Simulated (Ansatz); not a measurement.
# SiH₂F₂ + SiH₄: a complex and its separated parts

The complex below is one end of an elementary step. How strongly is it bound against its free parts?

Program: Ansatz 0.2.0, Gaussian basis. Level of theory: PBE0-D4/def2-TZVP structures, single points in def2-TZVPP, no counterpoise correction. These are calculated values, not measurements.

Levels: SPW92, PBE-D4, BLYP-D4, r2SCAN-D4, B97M-V, PBE0-D4, B3LYP-D4, r2SCAN0-D4, BHLYP-D4, CAM-B3LYP-D4, wB97X-V, wB97M-V, B2PLYP, PBE-QIDH, RPA on PBE, Hartree-Fock, MP2, CCSD, CCSD(T).

Cores are frozen in the correlated methods. B3LYP uses VWN-RPA correlation. B2PLYP carries no dispersion term here.

94 further runs of the same task are left out: 94 set aside as unsound or not needed. Runs told in other sessions of the task aren't counted.

**1. The starting structure**

The complex: 10 atoms, charge 0, spin multiplicity 1.

Atoms are counted from 1 here; the program's logs count them from 0.

Bond lengths: Si1–F3 1.586 Å, Si1–F4 1.588 Å, Si1–H5 1.474 Å, Si1–H7 1.474 Å, Si2–H6 1.488 Å, Si2–H8 1.483 Å, Si2–H9 1.483 Å, Si2–H10 1.485 Å. Angles: F3–Si1–F4 107.5°, F3–Si1–H5 108.4°, F3–Si1–H7 108.4°, F4–Si1–H5 108.6°, F4–Si1–H7 108.6°, H5–Si1–H7 114.9°, H6–Si2–H8 109.3°, H6–Si2–H9 109.2°, H6–Si2–H10 108.5°, H8–Si2–H9 110.3°, H8–Si2–H10 109.8°, H9–Si2–H10 109.7°.

As a file:

```xyz
10
F2H6Si2
Si   -1.24888    1.44158    0.52131
Si    1.29449   -1.44074   -0.49807
F    -2.50454    2.40993    0.55869
F    -1.58398    0.26250   -0.48873
H    -0.09452    2.19479   -0.00123
H     1.18276   -0.38345    0.54326
H    -1.06064    0.87004    1.86699
H     0.23208   -2.45269   -0.28462
H     1.15367   -0.82213   -1.83863
H     2.62948   -2.07991   -0.37907
```

Its parts: SiH₂F₂ holds atoms 1, 3, 4, 5, 7; SiH₄ holds atoms 2, 6, 8, 9, 10. Each part counts its atoms afresh in its own runs.

**2. Relaxing SiH₂F₂ alone**

File relax-a/in.yaml:

```yaml
crystal:
  periodic: [false, false, false]
  atoms:
    - {symbol: Si, position_ang: [-1.248880, 1.441576, 0.521312]}
    - {symbol: F, position_ang: [-2.504545, 2.409927, 0.558687]}
    - {symbol: F, position_ang: [-1.583982, 0.262496, -0.488732]}
    - {symbol: H, position_ang: [-0.094523, 2.194787, -0.001229]}
    - {symbol: H, position_ang: [-1.060642, 0.870040, 1.866992]}
basis:
  gaussian: {orbitals: def2-TZVP}
hamiltonian: {xc: pbe0, dispersion: d4}
relax: {f_tol: 0.005, max_steps: 200}
```

Started as:

```sh
ansatz run in.yaml --threads 4 --pin off --events-out ev --progress --plain --max-ram 9574MiB
```

Further steps of the session: Relaxing SiH₄ alone; SPW92/def2-TZVPP; PBE-D4/def2-TZVPP; BLYP-D4/def2-TZVPP; r2SCAN-D4/def2-TZVPP; B97M-V/def2-TZVPP; PBE0-D4/def2-TZVPP; B3LYP-D4/def2-TZVPP; r2SCAN0-D4/def2-TZVPP; BHLYP-D4/def2-TZVPP; CAM-B3LYP-D4/def2-TZVPP; wB97X-V/def2-TZVPP; wB97M-V/def2-TZVPP; B2PLYP/def2-TZVPP; PBE-QIDH/def2-TZVPP; RPA on PBE/def2-TZVPP; CCSD(T)/def2-TZVPP; Vibrations of SiH₂F₂; Vibrations of SiH₄.

Before running it: what results should come out? Wanted: complex less parts, CCSD(T)/def2-TZVPP; with zero-point energy; largest T1 diagnostic.

The runs gave:

| quantity | value |
| --- | --- |
| complex less parts, CCSD(T)/def2-TZVPP | -5.2 kJ/mol |
| with zero-point energy | -2.6 kJ/mol |
| largest T1 diagnostic | 0.012 |

**Reading.** At CCSD(T) the complex lies 5.2 kJ/mol below its parts. B97M-V is the best functional here (-1.4 kJ/mol from CCSD(T)); SPW92 is the worst (-6.1 kJ/mol). Mean unsigned error by rung: LDA 6.1, GGA 2.2, meta-GGA 1.4, hybrid 2.1, range-separated hybrid 1.8, double hybrid 2.6 kJ/mol. The double hybrids carry no dispersion term here, unlike the levels marked D4 or V. PBE-D4 gives a relative energy 2.6 kJ/mol too low, an error of 51 % of the reference. No counterpoise was applied, and triple zeta lacks some correlation, so the CCSD(T) reference has a basis error of its own, and close matches with it are partly luck.
